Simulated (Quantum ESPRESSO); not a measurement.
# BiTe (Fm-3m) in Quantum ESPRESSO: reference runs, part 2 of 2

Quantum ESPRESSO 7.5. Earlier steps stand in the parts before.

## (3) Single point, PBE (atoms moved at random, drawn with an rms of 0.05 Å)

The input, pw.in:

```
&CONTROL
  calculation = 'scf'
  prefix = 'pwscf'
  outdir = './tmp'
  pseudo_dir = './pseudo'
  tprnfor = .true.
  tstress = .true.
  disk_io = 'nowf'
/
&SYSTEM
  ibrav = 0
  nat = 2
  ntyp = 2
  ecutwfc = 55
  ecutrho = 440
  nbnd = 17
  occupations = 'smearing'
  smearing = 'fd'
  degauss = 0.00367493
/
&ELECTRONS
  conv_thr = 4d-10
  electron_maxstep = 120
  mixing_beta = 0.5
/
ATOMIC_SPECIES
Bi   208.9804 Bi_pbe_v1.uspp.F.UPF
Te   127.6000 Te_pbe_v1.uspp.F.UPF
CELL_PARAMETERS angstrom
   0.0000000000    3.2350000000    3.2350000000
   3.2350000000    0.0000000000    3.2350000000
   3.2350000000    3.2350000000    0.0000000000
ATOMIC_POSITIONS crystal
Bi    -0.0170560000   -0.0088040000    0.0238150000
Te     0.4961140000    0.4922550000    0.5021870000
K_POINTS automatic
7 7 7 0 0 0
```

Potentials or basis: SSSP 1.3 efficiency PBE.

The run is started by

```bash
$ OMP_NUM_THREADS=1 pw.x -in pw.in > pw.out
```

pw.out:

```text
This program is part of the open-source Quantum ESPRESSO suite
     for quantum simulation of materials; please cite
         "P. Giannozzi et al., J. Phys.:Condens. Matter 21 395502 (2009);
         "P. Giannozzi et al., J. Phys.:Condens. Matter 29 465901 (2017);
         "P. Giannozzi et al., J. Chem. Phys. 152 154105 (2020);
     in publications or presentations arising from this work. More details at

     Subspace diagonalization in iterative solution of the eigenvalue problem:
     a serial algorithm will be used

     G-vector sticks info
     --------------------
     sticks:   dense  smooth     PW     G-vecs:    dense   smooth      PW
     Sum        2257    1135    337                70985    25125    4015

     Using Slab Decomposition

     bravais-lattice index     =            0
     lattice parameter (alat)  =       8.6455  a.u.
     unit-cell volume          =     456.9298 (a.u.)^3
     number of atoms/cell      =            2
     number of atomic types    =            2
     number of electrons       =        21.00
     number of Kohn-Sham states=           17
     kinetic-energy cutoff     =      55.0000  Ry
     charge density cutoff     =     440.0000  Ry
     scf convergence threshold =      4.0E-10
     mixing beta               =       0.5000
     number of iterations used =            8  plain     mixing
     Exchange-correlation= SLA  PW   PBE  PBE
                           (   1   4   3   4   0   0   0)

     celldm(1)=   8.645461  celldm(2)=   0.000000  celldm(3)=   0.000000
     celldm(4)=   0.000000  celldm(5)=   0.000000  celldm(6)=   0.000000

     crystal axes: (cart. coord. in units of alat)
               a(1) = (   0.000000   0.707107   0.707107 )
               a(2) = (   0.707107   0.000000   0.707107 )
               a(3) = (   0.707107   0.707107   0.000000 )

     reciprocal axes: (cart. coord. in units 2 pi/alat)
               b(1) = ( -0.707107  0.707107  0.707107 )
               b(2) = (  0.707107 -0.707107  0.707107 )
               b(3) = (  0.707107  0.707107 -0.707107 )

     PseudoPot. # 1 for Bi read from file:
     Bi_pbe_v1.uspp.F.UPF
     Pseudo is Ultrasoft + core correction, Zval = 15.0
     Generated by new atomic code, or converted to UPF format
     Using radial grid of  899 points,  6 beta functions with:
                l(1) =   0
                l(2) =   0
                l(3) =   1
                l(4) =   1
                l(5) =   2
                l(6) =   2
     Q(r) pseudized with  6 coefficients,  rinner =    1.000   1.000   1.000
                                                       1.000   1.000

     PseudoPot. # 2 for Te read from file:
     Te_pbe_v1.uspp.F.UPF
     Pseudo is Ultrasoft + core correction, Zval =  6.0
     Generated by new atomic code, or converted to UPF format
     Using radial grid of  891 points,  5 beta functions with:
                l(1) =   0
                l(2) =   0
                l(3) =   1
                l(4) =   1
                l(5) =   2
     Q(r) pseudized with  6 coefficients,  rinner =    1.800   1.800   1.800
                                                       1.800   1.800

     atomic species   valence    mass     pseudopotential
     Bi               15.00   208.98040     Bi( 1.00)
     Te                6.00   127.60000     Te( 1.00)

     No symmetry found

   Cartesian axes

     site n.     atom                  positions (alat units)
         1        Bi     tau(   1) = (   0.0106144   0.0047793  -0.0182858  )
         2        Te     tau(   2) = (   0.7031767   0.7059054   0.6988824  )

     number of k points=   172  Fermi-Dirac smearing, width (Ry)=  0.0037

     Number of k-points >= 100: set verbosity='high' to print them.

     Dense  grid:    70985 G-vectors     FFT dimensions: (  60,  60,  60)

     Smooth grid:    25125 G-vectors     FFT dimensions: (  45,  45,  45)

     Initial potential from superposition of free atoms

     starting charge      19.9997, renormalised to      21.0000

     negative rho (up, down):  4.368E-02 0.000E+00
     Starting wfcs are   13 randomized atomic wfcs +    4 random wfcs

     Self-consistent Calculation

     iteration #  1     ecut=    55.00 Ry     beta= 0.50
     Davidson diagonalization with overlap
     ethr =  1.00E-02,  avg # of iterations =  8.0

     negative rho (up, down):  4.078E-02 0.000E+00

     total energy              =    -211.66596524 Ry
     estimated scf accuracy    <       0.46966166 Ry

     iteration #  2     ecut=    55.00 Ry     beta= 0.50
     Davidson diagonalization with overlap
     ethr =  2.24E-03,  avg # of iterations =  2.0

     negative rho (up, down):  4.182E-02 0.000E+00

     total energy              =    -211.77476185 Ry
     estimated scf accuracy    <       0.04358320 Ry

     iteration #  3     ecut=    55.00 Ry     beta= 0.50
     Davidson diagonalization with overlap
     ethr =  2.08E-04,  avg # of iterations =  2.7

     negative rho (up, down):  4.217E-02 0.000E+00

     total energy              =    -211.78267584 Ry
     estimated scf accuracy    <       0.00197910 Ry

     iteration #  4     ecut=    55.00 Ry     beta= 0.50
     Davidson diagonalization with overlap
     ethr =  9.42E-06,  avg # of iterations =  6.2
[... 28 lines left out ...]
     negative rho (up, down):  4.244E-02 0.000E+00

     total energy              =    -211.78301784 Ry
     estimated scf accuracy    <       0.00000001 Ry

     iteration #  8     ecut=    55.00 Ry     beta= 0.50
     Davidson diagonalization with overlap
     ethr =  6.69E-11,  avg # of iterations =  2.7

     negative rho (up, down):  4.244E-02 0.000E+00

     total energy              =    -211.78301785 Ry
     estimated scf accuracy    <          6.4E-10 Ry

     iteration #  9     ecut=    55.00 Ry     beta= 0.50
     Davidson diagonalization with overlap
     ethr =  3.04E-12,  avg # of iterations =  3.5

     negative rho (up, down):  4.244E-02 0.000E+00

     End of self-consistent calculation

     Number of k-points >= 100: set verbosity='high' to print the bands.

     the Fermi energy is     8.5329 ev

!    total energy              =    -211.78301785 Ry
     estimated scf accuracy    <          8.6E-11 Ry
     smearing contrib. (-TS)   =      -0.00150566 Ry
     internal energy E=F+TS    =    -211.78151219 Ry

     The total energy is F=E-TS. E is the sum of the following terms:
     one-electron contribution =     -60.52357646 Ry
     hartree contribution      =      41.66998460 Ry
     xc contribution           =     -79.03309080 Ry
     ewald contribution        =    -113.89482953 Ry

     convergence has been achieved in   9 iterations

     negative rho (up, down):  4.244E-02 0.000E+00

     Forces acting on atoms (cartesian axes, Ry/au):

     atom    1 type  1   force =    -0.00753115   -0.00304234    0.00515148
     atom    2 type  2   force =     0.00753115    0.00304234   -0.00515148

     Total force =     0.013602     Total SCF correction =     0.000003

     Computing stress (Cartesian axis) and pressure

     negative rho (up, down):  4.244E-02 0.000E+00
          total   stress  (Ry/bohr**3)                   (kbar)     P=        7.97
   0.00005727  -0.00000382   0.00000643            8.42       -0.56        0.95
  -0.00000382   0.00005165   0.00000263           -0.56        7.60        0.39
   0.00000643   0.00000263   0.00005366            0.95        0.39        7.89

=------------------------------------------------------------------------------=
   JOB DONE.
=------------------------------------------------------------------------------=
```

Run time: 2 min. Hardware: 1 thread of Intel Xeon 6975P-C (Granite Rapids), shared host; peak memory 0.43 GiB.

What came out:

| Quantity | Value |
| --- | --- |
| Free energy | -2881.4547 eV |
| Pressure | 0.8 GPa |
| Largest force | 0.247 eV/Å |
| Band gap on the k mesh | none (metal or under the smearing width) |

Forces in eV/Å, atoms in the order of the input:
```
Bi  -0.194 -0.078  0.132
Te   0.194  0.078 -0.132
```

Stress tensor (GPa, compression positive):
```
 0.84 -0.06  0.09
-0.06  0.76  0.04
 0.09  0.04  0.79
```

Levels at points of the mesh, in eV from the Fermi level:
```tsv
k point	band 6	band 7	band 8	band 9	band 10	band 11	band 12	band 13	band 14	band 15
(0.00, 0.00, 0.00)	-13.57	-8.17	-2.58	-2.57	-2.55	2.14	2.16	2.18	4.60	4.62
```

Caveat: spin-orbit coupling is left out, which moves the levels of the heavy elements.
